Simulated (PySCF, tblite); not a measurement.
# C6H11F3O: geometry, infrared bands and NMR shifts

Wanted: the infrared bands and NMR shifts of C6H11F3O (`CCOC(C)(C)C(F)(F)F`), by calculation.

The runs use tblite 0.8.0 and PySCF 2.14.0, with density-fitted response routines of our own; the level of theory stands in each step. All values are computed, except where a source is named. Atoms count from 0, in the outputs and in this text.

### 1 The starting structure

21 atoms, charge 0, multiplicity 1; geometry from: force field or distance geometry start.

Bonds of the start (Å): C0–C1 1.53, C1–O2 1.41, O2–C3 1.46, C3–C4 1.53, C3–C5 1.54, C3–C6 1.54, C6–F7 1.35, C6–F8 1.35, C6–F9 1.35, C0–H10 1.09, C0–H11 1.10, C0–H12 1.09, C1–H13 1.09, C1–H14 1.11, C4–H15 1.09, C4–H16 1.09, C4–H17 1.10, C5–H18 1.09, C5–H19 1.11, C5–H20 1.09.

### 2 Relaxing the molecule with GFN2-xTB

What the job is given:

```
{"job": {"kind": "relax", "xc": "GFN2-xTB", "basis": "xTB"}, "charge": 0, "multiplicity": 1}
C      2.855000    -0.712400    -0.075500
C      1.609700     0.167600     0.065700
O      0.488300    -0.611000    -0.305000
C     -0.817400     0.001400    -0.078100
C     -1.799300    -0.891500    -0.847600
C     -1.159800    -0.110700     1.421700
C     -0.972200     1.457800    -0.556300
F     -2.242900     1.891100    -0.404400
F     -0.641300     1.589300    -1.856400
F     -0.194800     2.304200     0.158000
H      2.943900    -1.063100    -1.108500
H      2.763800    -1.602300     0.560800
H      3.745300    -0.157700     0.210500
H      1.714500     1.032100    -0.584200
H      1.525400     0.504500     1.115600
H     -1.721400    -1.936200    -0.529200
H     -2.835200    -0.565100    -0.717300
H     -1.567000    -0.874900    -1.926000
H     -2.194000     0.179100     1.628100
H     -0.506300     0.540000     2.034000
H     -1.003200    -1.125300     1.793500
```

Run with:

```console
OMP_NUM_THREADS=1 python probes_run.py task.json out
```

The driver reads the jobs from task.json and runs them one after another.

**Question.** This job is followed by: GFN2-xTB harmonic vibrations, gas phase; GIAO PBE0/pcSseg-1 NMR shielding, non-relativistic, gas phase. What will the session give for the following? strongest single infrared mode (GFN2-xTB); zero-point energy (GFN2-xTB); 13C shifts against TMS (PBE0/pcSseg-1, means over atoms taken as alike); 1H shifts against TMS (PBE0/pcSseg-1, means over atoms taken as alike); 17O shifts against H2O (PBE0/pcSseg-1); 19F shifts against CFCl3 (PBE0/pcSseg-1, means over atoms taken as alike); surface potential, 1st and 99th percentile.

**Answer**, as computed:

| quantity | value |
| --- | --- |
| strongest single infrared mode (GFN2-xTB) | 1065 cm⁻¹, 253 km/mol |
| zero-point energy (GFN2-xTB) | 103.4 kcal/mol |
| 13C shifts against TMS (PBE0/pcSseg-1, means over atoms taken as alike) | 136.3, 78.8, 64.2, 22.9, 18.6 ppm |
| 1H shifts against TMS (PBE0/pcSseg-1, means over atoms taken as alike) | 3.77, 1.41, 1.27 ppm |
| 17O shifts against H2O (PBE0/pcSseg-1) | 74.9 ppm |
| 19F shifts against CFCl3 (PBE0/pcSseg-1, means over atoms taken as alike) | -92.7 ppm |
| surface potential, 1st and 99th percentile | -1.15 V and 0.82 V |

What this shows: Relaxing lowered the energy by 0.171 eV in 38 steps; the close pair that moved most is O2–C3, from 1.460 to 1.408 Å. No mode is imaginary among the 57: a minimum at this level. The strongest single mode, at 1065 cm⁻¹, moves mainly C6. GFN2-xTB is a fitted tight-binding method: band positions and strengths are rough. Its intensities can rank the bands wrongly. H13, H14 (mean) (hydrogen on an sp3 CH2 bonded to O) lies farthest downfield among hydrogen, at 3.77 ppm; its carbon carries O, which withdraws density. At PBE0/pcSseg-1: Shielding is most anisotropic at F7, F8, F9 (span 158 ppm, paramagnetic term -211 ppm).
